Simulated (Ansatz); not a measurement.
# Si3As: what a guessed cell relaxes into, part 2 of 2

Aim: relax a trial structure of Si3As and see where it ends.

Ansatz 0.2.0; DFT PBE, scalar-relativistic, plane waves, PAW.

## (4) Another rough relaxation

The end of the coarse run is made exact in the group found at a tolerance of 0.06 Å and reduced to its primitive cell.

input.yaml

```yaml
crystal:
  lattice:
    - [-2.5756389533, 2.5756389533, 2.5756389533]
    - [2.5756389533, -2.5756389533, 2.5756389533]
    - [2.5756389533, 2.5756389533, -2.5756389533]
  atoms:
    - { symbol: Si, position: [0.0, 0.5, 0.5] }
    - { symbol: Si, position: [0.5, 0.0, 0.5] }
    - { symbol: Si, position: [0.5, 0.5, 0.0] }
    - { symbol: As, position: [0.0, 0.0, 0.0] }
basis:
  ecutwfc: 420
kpoints:
  mp_grid: { grid: [6, 6, 6] }
hamiltonian:
  xc: pbe
scf:
  occupations: { method: gaussian, width: 0.1 }
  lower_state_search: "off"
output:
  forces: true
  stress: true
  eigenvalues: true
relax:
  adjacent_minimum: "off"
  f_tol: 0.04
  max_steps: 70
  cell: { stress_tol: 0.4 }
```

On the command line:

```bash
ansatz run input.yaml --threads 1 --pin off --max-ram 2048MiB --backend cpu --events-out ev --progress --plain --runs-dir out
```

Standard output, cut to the lines that bear on the results:

```text
Warning: RAYON_NUM_THREADS=1 ignored (pool sized by the plan → 1); use --threads N
[...]
Pseudopotentials: kind: paw
Pseudopotential: Si, paw, valence charge 4, recommended cutoff 420 eV (normal), Si.paw.azcp
Pseudopotential: As, paw, valence charge 15, recommended cutoff 420 eV (normal), As.paw.azcp
Functional definition: PBE
[...]
Crystal: 4 atoms, lattice volume = 68.346 Å³
Basis set: ecut = 420 eV, 1409 PW (Γ), exchange–correlation on 60×60×60 points (8 copies of the dense FFT grid, shifted against one another)
Bands: 18, of which v1, the nominal top of the filled ones, is band 14 counted from 1 (13 counted from 0)
Symmetry: 48 space group operations
Space group: Im-3m (ITA 229), of the structure as read, at distance tolerance 4.1e-5 Å
k-points: 16 of 216
[...]
SCF iter   1: F=—  HF=-6762.484436 eV  |F-HF|=—  |Δ(HF+E_count)|=         —  Δρ=1.46e-3  dr2=1.41e-3  ethr=1.77e-3  ⟨swp⟩=5.7  Hψ=1510  notcnv=0
[...]
--- Stress (GPa, compression-positive) ---
       -0.158734      -0.000000       0.000000
        0.000000      -0.158734       0.000000
       -0.000000      -0.000000      -0.158734
  P = ⅓ Tr σ = -0.1587 GPa (-1.587 kbar)
--- Band table (eV; the first three rows and the last of 16) ---
  k-point 0: bands = ["-26.0513", "-26.0513", "-26.0391", "-26.0391", "-26.0391", "-4.3210", "2.9452", "5.8694", "5.8694", "5.8694", "5.9716", "5.9716", "6.8083", "6.8083", "6.8083", "11.4139", "11.4139", "11.4139"]
[...]
--- Relaxed structure (1 steps of the walk, 1 accepted, 1 SCFs on fresh bases) ---
  F+E_penalty+E_count = -6762.48466131 eV   max|allowed force component| = 9.517e-31 eV/Å   (the final SCF, on the basis selected at the relaxed cell)
  cell:  # Å, volume = 68.3463 Å³
    - [-2.5756389533, 2.5756389533, 2.5756389533]
    - [2.5756389533, -2.5756389533, 2.5756389533]
    - [2.5756389533, 2.5756389533, -2.5756389533]
  atoms:
    - { symbol: Si, position: [0.0, 0.5, 0.5] }
    - { symbol: Si, position: [0.5, 0.0, 0.5] }
    - { symbol: Si, position: [0.5, 0.5, 0.0] }
    - { symbol: As, position: [0.0, 0.0, 0.0] }
```

It took 5.7 s on 1 thread of Arm Neoverse N1, shared host; peak memory 0.39 GiB.

The steps of the relaxation:

```csv
step,energy from step 1 (eV/cell),largest force component (eV/Å),pressure (GPa),volume (Å³)
1,0.0000,0.0000,-0.16,68.35
2,0.0000,0.0000,-0.16,68.35
```

Step 1 is the start. Step 2 repeats the geometry before it on a plane-wave basis chosen anew for that cell, so its energy need not be comparable with the rows above.

Lengths and angles in the start's conventional setting:

|  | before | after | change |
| --- | --- | --- | --- |
| a (Å) | 5.151 | 5.151 | 0.0 % |
| b (Å) | 5.151 | 5.151 | 0.0 % |
| c (Å) | 5.151 | 5.151 | 0.0 % |
| volume (Å³/atom) | 17.09 | 17.09 | 0.0 % |
| shortest distance (Å) | 2.576 | 2.576 | 0.0 % |
| space group (0.01 Å) | Im-3m | Im-3m | same |

The run keeps the 48 symmetry operations of the start, so it could not have lowered the symmetry.

## (5) Relaxation on the finer mesh

The end of the coarse run is made exact in the group found at a tolerance of 0.06 Å and reduced to its primitive cell.

Changes to input.yaml since step 4:

```diff
@@ -13,3 +13,3 @@
 kpoints:
-  mp_grid: { grid: [6, 6, 6] }
+  mp_grid: { grid: [12, 12, 12] }
 hamiltonian:
@@ -18,3 +18,2 @@
   occupations: { method: gaussian, width: 0.1 }
-  lower_state_search: "off"
 output:
@@ -23,6 +22,10 @@
   eigenvalues: true
+  write_density: true
+  write_potential: true
+  elf: true
+  volumetric_format: npy
 relax:
   adjacent_minimum: "off"
-  f_tol: 0.04
-  max_steps: 70
-  cell: { stress_tol: 0.4 }
+  f_tol: 0.01
+  max_steps: 80
+  cell: { stress_tol: 0.05 }
```

On the command line:

```bash
ansatz run input.yaml --threads 1 --pin off --max-ram 2048MiB --backend cpu --events-out ev --progress --plain --runs-dir out
```

Standard output, cut to the lines that bear on the results:

```text
Warning: RAYON_NUM_THREADS=1 ignored (pool sized by the plan → 1); use --threads N
[...]
[... 4 set-up lines as earlier in the session ...]
[...]
Crystal: 4 atoms, lattice volume = 68.346 Å³
Basis set: ecut = 420 eV, 1409 PW (Γ), exchange–correlation on 60×60×60 points (8 copies of the dense FFT grid, shifted against one another)
Bands: 18, of which v1, the nominal top of the filled ones, is band 14 counted from 1 (13 counted from 0)
[... 2 set-up lines as earlier in the session ...]
k-points: 72 of 1728
[...]
SCF iter   1: F=—  HF=-6762.467232 eV  |F-HF|=—  |Δ(HF+E_count)|=         —  Δρ=1.58e-3  dr2=1.61e-3  ethr=1.77e-3  ⟨swp⟩=5.8  Hψ=6894  notcnv=0
[...]
  P = ⅓ Tr σ = 0.0088 GPa (0.088 kbar)
--- Band table (eV; the first three rows and the last of 72) ---
  k-point 0: bands = ["-26.0817", "-26.0817", "-26.0696", "-26.0696", "-26.0696", "-4.3375", "2.8986", "5.8385", "5.8385", "5.8385", "5.9199", "5.9199", "6.7731", "6.7731", "6.7731", "11.3812", "11.3812", "11.3812"]
[...]
--- Relaxed structure (2 steps of the walk, 2 accepted, 1 SCFs on fresh bases) ---
  F+E_penalty+E_count = -6762.46776859 eV   max|allowed force component| = 8.941e-31 eV/Å   (the final SCF, on the basis selected at the relaxed cell)
  cell:  # Å, volume = 68.5681 Å³
    - [-2.5784221426464753, 2.5784221426464753, 2.5784221426464753]
    - [2.5784221426464753, -2.5784221426464753, 2.5784221426464753]
    - [2.5784221426464753, 2.5784221426464753, -2.5784221426464753]
  atoms:
    - { symbol: Si, position: [9.606078264833432e-35, 0.5, 0.5] }
    - { symbol: Si, position: [0.5, 1.767223232811947e-35, 0.5] }
    - { symbol: Si, position: [0.5, 0.5, 1.2549310545552845e-34] }
    - { symbol: As, position: [6.465516688708589e-39, -5.248478253186972e-38, -4.297666975435709e-38] }
```

Run time: 34 s. Hardware: 1 thread of Arm Neoverse N1, shared host; peak memory 0.45 GiB.

Relaxation path:

```csv
step,energy from step 1 (eV/cell),largest force component (eV/Å),pressure (GPa),volume (Å³)
1,0.0000,0.0000,0.32,68.35
2,-0.0002,0.0000,0.01,68.57
3,-0.0002,0.0000,0.01,68.57
```

Step 1 is the start. Step 3 repeats the geometry before it on a plane-wave basis chosen anew for that cell, so its energy need not be comparable with the rows above.

Lengths and angles in the start's conventional setting:

|  | before | after | change |
| --- | --- | --- | --- |
| a (Å) | 5.151 | 5.157 | +0.1 % |
| b (Å) | 5.151 | 5.157 | +0.1 % |
| c (Å) | 5.151 | 5.157 | +0.1 % |
| volume (Å³/atom) | 17.09 | 17.14 | +0.3 % |
| shortest distance (Å) | 2.576 | 2.578 | +0.1 % |
| space group (0.01 Å) | Im-3m | Im-3m | same |

Forces and stress were held to the start's 48 operations: a distortion of lower symmetry was not tested.

The maps below are laid out on this run's own conventional cell (a, b, c = 5.157, 5.157, 5.157 Å).

Density in a lattice plane of the grid's cell (edges 5.16 and 5.16 Å, at 0.000 of the third edge), which holds Si and As.

Ten even steps from ' ' (0.05 e/Å³) to '@' (33.88 e/Å³):
```
**==..                                      ..==
....                                          ..
                                                
                                                
                                                
                                                
                                                
                                                
                                                
                                                
                                                
                                                
                                                
                                                
                                                
                                                
                                                
....                                          ..
**==..                                      ..==
@@##::                                      ::##
```
Columns run along the first of these edges and rows up along the second, over one cell in 24 and 20 even steps from the bottom left corner. Atoms in the plane (fractional): Si at (0.50, 0.00), Si at (0.50, 0.50), Si at (0.00, 0.50), As at (0.00, 0.00).

ELF in the same plane.

Ten even steps from '0' (0.18) to '9' (0.86):
```
003567777633433677776530
345666556655555665566654
666653335788988753235666
776531013689998631013567
776420003589998530002467
886421124689998642112468
777654446788988764445677
445777778765556787777754
323799999743434799999732
743799999734743799999734
323799999743434799999732
445777778765556787777754
777654446788988764445677
886421124689998642112468
776420003589998530002467
776531013689998631013567
666653235788988753335666
345666556655555665566654
003567777633433677776530
301577788524742588777510
```
Columns run along the first of these edges and rows up along the second, over one cell in 24 and 20 even steps from the bottom left corner. Atoms in the plane (fractional): Si at (0.50, 0.00), Si at (0.50, 0.50), Si at (0.00, 0.50), As at (0.00, 0.00).

Both are smooth fields of the valence electrons: close to the nuclei they are not physical.

Outside the cores ELF peaks at 0.86 on the Si–Si line, 1.0 Å from Si; 0.76 on the Si–As line, 1.0 Å from Si.

## (6) Changed: occupations.width 0.2

input.yaml

```yaml
crystal:
  lattice:
    - [-2.5784221426, 2.5784221426, 2.5784221426]
    - [2.5784221426, -2.5784221426, 2.5784221426]
    - [2.5784221426, 2.5784221426, -2.5784221426]
  atoms:
    - { symbol: Si, position: [0.0, 0.5, 0.5] }
    - { symbol: Si, position: [0.5, 0.0, 0.5] }
    - { symbol: Si, position: [0.5, 0.5, 0.0] }
    - { symbol: As, position: [0.0, 0.0, 0.0] }
basis:
  ecutwfc: 420
kpoints:
  mp_grid: { grid: [12, 12, 12] }
hamiltonian:
  xc: pbe
scf:
  occupations: { method: gaussian, width: 0.2 }
output:
  forces: true
  eigenvalues: true
  stress: true
```

On the command line:

```bash
ansatz run input.yaml --threads 1 --pin off --max-ram 2048MiB --backend cpu --events-out ev --progress --plain --runs-dir out
```

Standard output, cut to the lines that bear on the results:

```text
Warning: RAYON_NUM_THREADS=1 ignored (pool sized by the plan → 1); use --threads N
[...]
[... 4 set-up lines as earlier in the session ...]
[...]
Crystal: 4 atoms, lattice volume = 68.568 Å³
Basis set: ecut = 420 eV, 1409 PW (Γ), exchange–correlation on 60×60×60 points (8 copies of the dense FFT grid, shifted against one another)
Bands: 18, of which v1, the nominal top of the filled ones, is band 14 counted from 1 (13 counted from 0)
[... 2 set-up lines as earlier in the session ...]
k-points: 72 of 1728
[...]
SCF iter   1: F=—  HF=-6762.480528 eV  |F-HF|=—  |Δ(HF+E_count)|=         —  Δρ=1.56e-3  dr2=1.57e-3  ethr=1.77e-3  ⟨swp⟩=5.5  Hψ=6718  notcnv=0
[...]
SCF converged after 6 iterations
Free energy (F): -6762.480841 eV
[...]
E sigma→0 (E₀):  -6762.463586 eV
Entropy (-TS):   -0.034511 eV (-8.628 meV/atom)
Fermi energy:    9.529545 eV
[...]
--- Forces (eV/Å), atoms counted from 1 ---
  atom   1  Si     0.00000000     0.00000000    -0.00000000
  atom   2  Si    -0.00000000     0.00000000     0.00000000
  atom   3  Si    -0.00000000     0.00000000     0.00000000
  atom   4  As    -0.00000000     0.00000000    -0.00000000
[...]
--- Stress (GPa, compression-positive) ---
        0.010042      -0.000000      -0.000000
        0.000000       0.010042      -0.000000
       -0.000000      -0.000000       0.010042
  P = ⅓ Tr σ = 0.0100 GPa (0.100 kbar)
--- Band table (eV; the first three rows and the last of 72) ---
  k-point 0: bands = ["-26.0815", "-26.0815", "-26.0693", "-26.0693", "-26.0693", "-4.3376", "2.8987", "5.8381", "5.8381", "5.8381", "5.9200", "5.9200", "6.7736", "6.7736", "6.7736", "11.3813", "11.3813", "11.3813"]
[...]
```

Wall time 9.1 s (1 thread of Arm Neoverse N1, shared host); peak memory 0.42 GiB.

```tsv
run	ending	energy change	pressure (GPa)	gap (eV)	force (eV/Å)	cycles	time
step 5	converged	0	0.0	0.00	0.00	-	34 s
variant	converged	0.0 meV/atom (σ→0)	0.0	0.00	0.00	6	9.1 s
```

Changing the smearing hardly moves the energy: 0.0 meV/atom.

## (7) Summary of results

What follows sums up all 2 parts. Changes of volume or cell count from the first structure of part 1.

```
                              quantity                                                                      value
symmetry at the end (tolerance 0.05 Å)                                                space group Im-3m (No. 229)
                     conventional cell  a = 5.157 Å, b = 5.157 Å, c = 5.157 Å, α = 90.00°, β = 90.00°, γ = 90.00°
                                volume                                                              17.14 Å³/atom
              energy over the elements                                                              +0.28 eV/atom
                       gap on the mesh                                                               none (metal)
```

**Reading.** The space group Im-3m (No. 229) is kept, and the volume per atom shrinks by 16.1 % from the first guess. With a positive formation energy it can't be a ground state. No finished test with a distortion of lower symmetry is shown, so the end may be a saddle point.
